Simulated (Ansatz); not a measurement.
# SiMeCl3 (CH3Cl3Si): structure and electronic state

Aim: characterise SiMeCl3 (CH3Cl3Si) as a singlet: its structure, frontier levels and distribution of charge.

Method: RKS PBE0-D4/def2-TZVP; program: Ansatz 0.2.0, Gaussian basis.

Levels to be run: relaxation at PBE0-D4/def2-SVP; a search for the lowest solution at PBE0-D4/def2-SVP; a single point at PBE0-D4/def2-TZVP; harmonic vibrations at PBE0-D4/def2-SVP.

## 1. Where the work starts

8 atoms, charge 0, spin multiplicity 1.

Atoms are counted from 1 here; the program's logs count them from 0.

Bond lengths: Si1–C2 1.900 Å, Si1–Cl6 2.023 Å, Si1–Cl7 2.023 Å, Si1–Cl8 2.022 Å, C2–H3 1.086 Å, C2–H4 1.087 Å, C2–H5 1.086 Å. Angles: C2–Si1–Cl6 110.0°, C2–Si1–Cl7 110.0°, C2–Si1–Cl8 110.0°, Cl6–Si1–Cl7 108.9°, Cl6–Si1–Cl8 108.9°, Cl7–Si1–Cl8 109.0°, Si1–C2–H3 111.3°, Si1–C2–H4 111.3°, Si1–C2–H5 111.3°, H3–C2–H4 107.6°, H3–C2–H5 107.6°, H4–C2–H5 107.6°.

Geometry (Å):

| atom | x (Å) | y (Å) | z (Å) |
| --- | --- | --- | --- |
| Si1 | -0.00264 | 0.00248 | -0.83833 |
| C2 | 0.00267 | -0.00358 | 1.06134 |
| H3 | -1.00752 | 0.04647 | 1.45811 |
| H4 | 0.55319 | 0.84566 | 1.45683 |
| H5 | 0.46514 | -0.90561 | 1.45239 |
| Cl6 | 1.89618 | -0.01713 | -1.53452 |
| Cl7 | -0.93394 | 1.66228 | -1.52342 |
| Cl8 | -0.97308 | -1.63056 | -1.53239 |

The start is a GFN2-xTB geometry.

## 2. Relaxation at PBE0-D4/def2-SVP

The input, in.yaml:

```yaml
crystal:
  periodic: [false, false, false]
  atoms:
    - {symbol: Si, position_ang: [-0.002640, 0.002480, -0.838330]}
    - {symbol: C, position_ang: [0.002670, -0.003580, 1.061340]}
    - {symbol: H, position_ang: [-1.007520, 0.046470, 1.458110]}
    - {symbol: H, position_ang: [0.553190, 0.845660, 1.456830]}
    - {symbol: H, position_ang: [0.465140, -0.905610, 1.452390]}
    - {symbol: Cl, position_ang: [1.896180, -0.017130, -1.534520]}
    - {symbol: Cl, position_ang: [-0.933940, 1.662280, -1.523420]}
    - {symbol: Cl, position_ang: [-0.973080, -1.630560, -1.532390]}
basis:
  gaussian: {orbitals: def2-SVP}
hamiltonian: {xc: pbe0, dispersion: d4}
scf: {omitted_lower_state_checks: [starts]}
output: {orbitals: {seedname: orbitals}}
relax: {f_tol: 0.02, max_steps: 100}
```

Command:

```
> ansatz run in.yaml --threads 2 --pin off --events-out ev --progress --plain --max-ram 4352MiB
```

After this run come: Searching for the lowest solution, PBE0-D4/def2-SVP; Single point, PBE0-D4/def2-TZVP; Vibrations by finite differences.

Before running them: what should the planned runs give, taken together? Wanted: point group; commonest bond, hydrogen aside; HOMO, LUMO at PBE0-D4/def2-TZVP; dipole at PBE0-D4/def2-SVP; lowest, highest wavenumber.

**Answer**, as computed:

| quantity | value |
| --- | --- |
| point group | C3v |
| commonest bond, hydrogen aside | Cl–Si, 3 of mean length 2.053 Å |
| HOMO, LUMO at PBE0-D4/def2-TZVP | -9.16, 0.09 eV |
| dipole at PBE0-D4/def2-SVP | 2.11 D |
| lowest, highest wavenumber | 153, 3183 cm⁻¹ |

What this shows: The molecule keeps its bonding pattern by the stored test; the atoms moved 0.04 Å (rms). All wavenumbers are real: a minimum at this level.
